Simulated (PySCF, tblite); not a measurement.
# C6H11N: a rotation path, then NMR shifts on frames, part 2 of 2

tblite 0.8.0 and PySCF 2.14.0. Atoms count from 0. Earlier steps stand in the parts before.

## (5) Nuclear shieldings: image 4, PBE0/pcSseg-1

Job settings and geometry (Å):

```
{"job": {"kind": "nmr", "xc": "PBE0", "basis": "pcSseg-1", "pop": false}, "charge": 0, "multiplicity": 1}
C     -0.162700     1.838400    -1.364000
C      0.065900     0.851900    -0.509300
C      1.200900    -0.118800    -0.749200
C      1.431600    -1.176800     0.323900
C     -0.820700     0.657200     0.691800
C     -1.713200    -0.541400     0.514200
N     -1.845500    -1.538700     1.259200
H      0.455500     1.989000    -2.233200
H     -0.970700     2.537700    -1.230800
H      2.121400     0.457700    -0.880700
H      1.009500    -0.629700    -1.697600
H      0.571400    -1.834300     0.416400
H      2.289000    -1.787700     0.049600
H      1.639500    -0.725700     1.291600
H     -0.228000     0.558300     1.604400
H     -1.470900     1.530500     0.792800
H     -2.323000    -0.524300    -0.385700
H     -1.258800    -1.537100     2.094800
```

With the program's defaults for keys left out, this is: GIAO PBE0/pcSseg-1 NMR shielding, non-relativistic, gas phase.

Log:

```text
coarse grid: 14400 points
cycle   1  E = -289.4697981812  dE =  7.488e-01  |g| = 4.925e-01  |ddm| = 3.685e+00
cycle   2  E = -289.4377231275  dE =  3.208e-02  |g| = 6.407e-01  |ddm| = 1.003e+00
cycle   3  E = -289.5280697935  dE = -9.035e-02  |g| = 1.403e-01  |ddm| = 5.694e-01
cycle   4  E = -289.5324639148  dE = -4.394e-03  |g| = 3.490e-02  |ddm| = 1.328e-01
cycle   5  E = -289.5327395591  dE = -2.756e-04  |g| = 7.940e-03  |ddm| = 3.930e-02
cycle   6  E = -289.5327507730  dE = -1.121e-05  |g| = 3.965e-03  |ddm| = 1.056e-02
cycle   7  E = -289.5327546314  dE = -3.858e-06  |g| = 7.025e-04  |ddm| = 3.461e-03
final grid: 137336 points
cycle   8  E = -289.5742028332  dE = -5.223e-05  |g| = 8.683e-03  |ddm| = 3.591e-02
cycle   9  E = -289.5742009869  dE =  1.846e-06  |g| = 9.195e-03  |ddm| = 1.581e-02
cycle  10  E = -289.5742219473  dE = -2.096e-05  |g| = 9.043e-04  |ddm| = 8.221e-03
cycle  11  E = -289.5742221176  dE = -1.703e-07  |g| = 3.532e-04  |ddm| = 1.033e-03
cycle  12  E = -289.5742221462  dE = -2.857e-08  |g| = 6.859e-05  |ddm| = 2.921e-04
cycle  13  E = -289.5742221472  dE = -9.679e-10  |g| = 2.431e-05  |ddm| = 7.934e-05
converged SCF energy = -289.5742221472

GIAO shielding tensors (ppm)
atom      isotropic    diamagn.    paramagn.     s11        s22        s33       span
  0 C       65.176     252.283    -187.107    -42.732     93.217    145.042    187.774
  1 C       35.335     261.306    -225.971    -89.492     39.802    155.696    245.188
  2 C      157.216     246.655     -89.439    140.466    153.850    177.331     36.865
  3 C      175.437     249.597     -74.161    167.245    176.770    182.295     15.049
  4 C      131.739     249.196    -117.458    114.694    128.973    151.549     36.855
  5 C        6.712     253.402    -246.690   -110.190     15.686    114.640    224.830
  6 N      -98.915     322.325    -421.239   -418.584    -95.530    217.370    635.953
  7 H       26.452      31.300      -4.848     23.484     25.186     30.686      7.203
  8 H       26.314      31.616      -5.303     22.909     25.434     30.598      7.689
  9 H       29.066      30.797      -1.731     23.647     29.407     34.143     10.495
 10 H       29.018      31.246      -2.228     24.228     29.176     33.651      9.423
 11 H       30.161      32.651      -2.490     24.831     29.791     35.860     11.029
 12 H       30.850      29.134       1.716     25.989     28.458     38.104     12.115
 13 H       30.750      31.934      -1.184     27.101     29.148     36.001      8.900
 14 H       28.724      32.821      -4.097     26.319     28.992     30.861      4.541
 15 H       28.721      31.765      -3.044     25.779     28.337     32.048      6.269
 16 H       23.974      30.386      -6.412     20.899     23.322     27.703      6.804
 17 H       20.909      34.110     -13.202      9.683     25.318     27.725     18.043
```

It took 53 s on 1 thread of Intel Xeon at 2.50GHz, shared host; peak memory 0.82 GiB.

In short: δ C5 180.2, C1 151.6, C0 121.7, C4 55.2, H17 10.81, H16 7.74 ppm.

## (6) Nuclear shieldings: image 6, PBE0/pcSseg-1

Job settings and geometry (Å):

```
{"job": {"kind": "nmr", "xc": "PBE0", "basis": "pcSseg-1", "pop": false}, "charge": 0, "multiplicity": 1}
C     -0.257600     1.686300    -1.511700
C      0.073200     0.860600    -0.530800
C      1.336000     0.039500    -0.587100
C      1.235800    -1.345600     0.044900
C     -0.777800     0.737600     0.705700
C     -1.594400    -0.528500     0.697600
N     -1.694700    -1.406600     1.583400
H      0.345400     1.785300    -2.398800
H     -1.132600     2.313000    -1.464300
H      2.126600     0.600100    -0.076000
H      1.637300    -0.065300    -1.631500
H      0.428200    -1.921400    -0.401000
H      2.166800    -1.887200    -0.106700
H      1.059600    -1.282000     1.115200
H     -0.157200     0.786100     1.604900
H     -1.490200     1.567500     0.728700
H     -2.188000    -0.678900    -0.201100
H     -1.125200    -1.254400     2.417000
```

Level: GIAO PBE0/pcSseg-1 NMR shielding, non-relativistic, gas phase.

Log:

```text
coarse grid: 14400 points
cycle   1  E = -289.4713929229  dE =  7.506e-01  |g| = 4.926e-01  |ddm| = 3.680e+00
cycle   2  E = -289.4387762079  dE =  3.262e-02  |g| = 6.432e-01  |ddm| = 1.023e+00
cycle   3  E = -289.5298238144  dE = -9.105e-02  |g| = 1.396e-01  |ddm| = 5.813e-01
cycle   4  E = -289.5341540592  dE = -4.330e-03  |g| = 3.532e-02  |ddm| = 1.339e-01
cycle   5  E = -289.5344349812  dE = -2.809e-04  |g| = 8.192e-03  |ddm| = 4.009e-02
cycle   6  E = -289.5344468351  dE = -1.185e-05  |g| = 4.122e-03  |ddm| = 1.064e-02
cycle   7  E = -289.5344510360  dE = -4.201e-06  |g| = 6.553e-04  |ddm| = 3.588e-03
final grid: 137336 points
cycle   8  E = -289.5760712757  dE = -6.337e-05  |g| = 8.852e-03  |ddm| = 4.499e-02
cycle   9  E = -289.5760690676  dE =  2.208e-06  |g| = 9.451e-03  |ddm| = 1.620e-02
cycle  10  E = -289.5760910712  dE = -2.200e-05  |g| = 1.016e-03  |ddm| = 8.413e-03
cycle  11  E = -289.5760912855  dE = -2.143e-07  |g| = 3.750e-04  |ddm| = 1.126e-03
cycle  12  E = -289.5760913172  dE = -3.174e-08  |g| = 8.549e-05  |ddm| = 3.367e-04
cycle  13  E = -289.5760913186  dE = -1.416e-09  |g| = 3.419e-05  |ddm| = 9.985e-05
cycle  14  E = -289.5760913189  dE = -2.409e-10  |g| = 1.052e-05  |ddm| = 3.068e-05
converged SCF energy = -289.5760913189

GIAO shielding tensors (ppm)
atom      isotropic    diamagn.    paramagn.     s11        s22        s33       span
  0 C       66.318     252.021    -185.703    -35.985     93.279    141.659    177.644
  1 C       34.255     262.059    -227.805    -90.194     35.077    157.881    248.074
  2 C      151.816     245.980     -94.164    136.284    146.826    172.337     36.053
  3 C      169.099     249.619     -80.520    165.692    168.659    172.946      7.255
  4 C      131.207     249.115    -117.908    113.195    130.350    150.077     36.882
  5 C        7.783     253.679    -245.896   -109.149     17.885    114.613    223.761
  6 N      -97.673     321.630    -419.303   -416.928    -93.219    217.129    634.058
  7 H       26.456      31.291      -4.836     23.598     25.297     30.472      6.875
  8 H       26.537      31.482      -4.945     23.325     25.440     30.845      7.521
  9 H       29.202      30.391      -1.188     24.915     28.332     34.360      9.445
 10 H       29.285      31.590      -2.305     24.585     29.366     33.905      9.320
 11 H       30.750      31.712      -0.962     27.012     29.741     35.497      8.485
 12 H       30.580      29.289       1.292     26.006     28.160     37.575     11.568
 13 H       30.746      33.016      -2.270     26.402     30.189     35.647      9.244
 14 H       29.016      32.553      -3.537     27.181     28.286     31.580      4.399
 15 H       28.599      31.655      -3.056     25.581     28.259     31.957      6.376
 16 H       24.068      30.734      -6.666     20.911     23.477     27.815      6.903
 17 H       20.966      33.728     -12.762      9.922     25.477     27.499     17.577
```

Run time: 59 s. Hardware: 1 thread of Intel Xeon at 2.50GHz, shared host; peak memory 0.82 GiB.

This run: δ C5 179.1, C1 152.7, C0 120.6, C4 55.7, H17 10.75, H16 7.65 ppm.

## (7) Nuclear shieldings: image 8, PBE0/pcSseg-1

Job settings and geometry (Å):

```
{"job": {"kind": "nmr", "xc": "PBE0", "basis": "pcSseg-1", "pop": false}, "charge": 0, "multiplicity": 1}
C     -0.374400     1.339500    -1.581300
C      0.099600     0.821000    -0.459100
C      1.439000     0.143600    -0.392200
C      1.297300    -1.376700    -0.300600
C     -0.711100     0.823700     0.811100
C     -1.656500    -0.347900     0.843900
N     -1.838200    -1.177300     1.763200
H      0.187800     1.314200    -2.499100
H     -1.341400     1.812200    -1.629900
H      1.991300     0.506900     0.479100
H      2.015300     0.396200    -1.284200
H      0.762200    -1.755600    -1.168100
H      2.278300    -1.845000    -0.266100
H      0.746500    -1.666900     0.590400
H     -0.062300     0.803900     1.690400
H     -1.322800     1.729500     0.848700
H     -2.257900    -0.476900    -0.051800
H     -1.261600    -1.038000     2.593800
```

Method: GIAO PBE0/pcSseg-1 NMR shielding, non-relativistic, gas phase.

Log:

```text
coarse grid: 14400 points
cycle   1  E = -289.4756491225  dE =  7.443e-01  |g| = 4.903e-01  |ddm| = 3.663e+00
cycle   2  E = -289.4438911666  dE =  3.176e-02  |g| = 6.382e-01  |ddm| = 1.015e+00
cycle   3  E = -289.5337463750  dE = -8.986e-02  |g| = 1.355e-01  |ddm| = 5.750e-01
cycle   4  E = -289.5377957121  dE = -4.049e-03  |g| = 3.546e-02  |ddm| = 1.284e-01
cycle   5  E = -289.5380791046  dE = -2.834e-04  |g| = 8.012e-03  |ddm| = 3.741e-02
cycle   6  E = -289.5380904574  dE = -1.135e-05  |g| = 4.026e-03  |ddm| = 9.953e-03
cycle   7  E = -289.5380944392  dE = -3.982e-06  |g| = 6.945e-04  |ddm| = 3.631e-03
final grid: 137336 points
cycle   8  E = -289.5784418304  dE = -4.163e-05  |g| = 8.337e-03  |ddm| = 3.421e-02
cycle   9  E = -289.5784394546  dE =  2.376e-06  |g| = 8.979e-03  |ddm| = 1.504e-02
cycle  10  E = -289.5784596789  dE = -2.022e-05  |g| = 8.350e-04  |ddm| = 7.843e-03
cycle  11  E = -289.5784598293  dE = -1.504e-07  |g| = 2.905e-04  |ddm| = 8.865e-04
cycle  12  E = -289.5784598491  dE = -1.978e-08  |g| = 6.324e-05  |ddm| = 2.692e-04
cycle  13  E = -289.5784598500  dE = -9.056e-10  |g| = 1.740e-05  |ddm| = 7.514e-05
converged SCF energy = -289.5784598500

GIAO shielding tensors (ppm)
atom      isotropic    diamagn.    paramagn.     s11        s22        s33       span
  0 C       67.975     253.400    -185.425    -34.126     90.791    147.261    181.387
  1 C       32.094     262.573    -230.478    -95.084     32.706    158.661    253.745
  2 C      147.491     246.554     -99.062    132.123    139.300    171.052     38.929
  3 C      169.065     249.161     -80.096    155.749    169.379    182.066     26.317
  4 C      130.611     249.450    -118.839    110.365    134.398    147.069     36.704
  5 C        6.009     253.200    -247.191   -108.568     18.562    108.034    216.601
  6 N      -90.081     321.357    -411.438   -402.586    -81.160    213.503    616.088
  7 H       26.354      31.927      -5.573     23.397     25.332     30.331      6.934
  8 H       26.569      31.927      -5.357     23.468     25.377     30.863      7.396
  9 H       29.635      31.272      -1.637     26.710     28.052     34.142      7.432
 10 H       29.400      31.703      -2.303     25.300     28.628     34.271      8.971
 11 H       30.934      31.325      -0.392     27.629     29.138     36.035      8.405
 12 H       30.611      29.389       1.222     26.519     27.504     37.810     11.291
 13 H       30.397      32.447      -2.050     25.365     30.526     35.299      9.934
 14 H       29.365      32.948      -3.583     27.173     29.349     31.572      4.398
 15 H       28.335      31.074      -2.739     25.338     27.749     31.917      6.579
 16 H       24.003      30.886      -6.883     21.021     23.332     27.654      6.633
 17 H       21.118      33.592     -12.475     10.841     25.518     26.994     16.152
```

Wall time 54 s (1 thread of Intel Xeon at 2.50GHz, shared host); peak memory 0.82 GiB.

This run: δ C5 180.9, C1 154.8, C0 118.9, C4 56.3, H17 10.60, H16 7.71 ppm.

## (8) Comparing the runs: NMR shifts

Shifts (ppm) of some atoms, chosen among heavy atoms and hydrogens apart, with basis size and wall time:

```
  frame     C5     C1    C2    C3   H10   H11     N6  functions  time
image 0  177.3  155.6  32.9  16.9  2.02  1.21  365.9        174  59 s
image 2  177.2  153.6  32.8  13.9  2.37  1.14  364.0        174  47 s
image 4  180.2  151.6  29.7  11.5  2.70  1.56  366.6        174  53 s
image 6  179.1  152.7  35.1  17.8  2.43  0.97  365.4        174  59 s
image 8  180.9  154.8  39.4  17.9  2.32  0.78  357.8        174  54 s
```

## (9) Outcome

What follows sums up all 2 parts.

| quantity | value |
| --- | --- |
| barrier | 0.099 eV (2.3 kcal/mol) at image 4 |
| end to end (GFN2-xTB) | -0.005 eV |
| 13C shifts against TMS (PBE0/pcSseg-1, image 0) | 177.3, 155.6, 120.0, 53.9, 32.9, 16.9 ppm |
| 1H shifts against TMS (PBE0/pcSseg-1, image 0) | 10.78, 7.56, 5.28, 5.20, 3.07, 2.69, 2.11, 2.02, 1.21, 1.20, 0.82 ppm |
| 15N shifts against NH3 (PBE0/pcSseg-1, image 0) | 365.9 ppm |
| range of the shift of C2 | 29.7 to 39.4 ppm |

**Reading.** Along the band the dihedral turns by 150°, and the top (dihedral -5°) lies 2.3 kcal/mol above the start (GFN2-xTB, rough), so at room temperature this motion is fast. The top was not checked by a frequency run. Shifts at one fixed geometry are not the observed spectrum, which averages over the motion. In the first frame run (image 0): Shielding is most anisotropic at N6 (span 639 ppm, paramagnetic term -420 ppm). Across the 5 runs the shift of C2 moves most, between 29.7 (image 4) and 39.4 ppm (image 8).
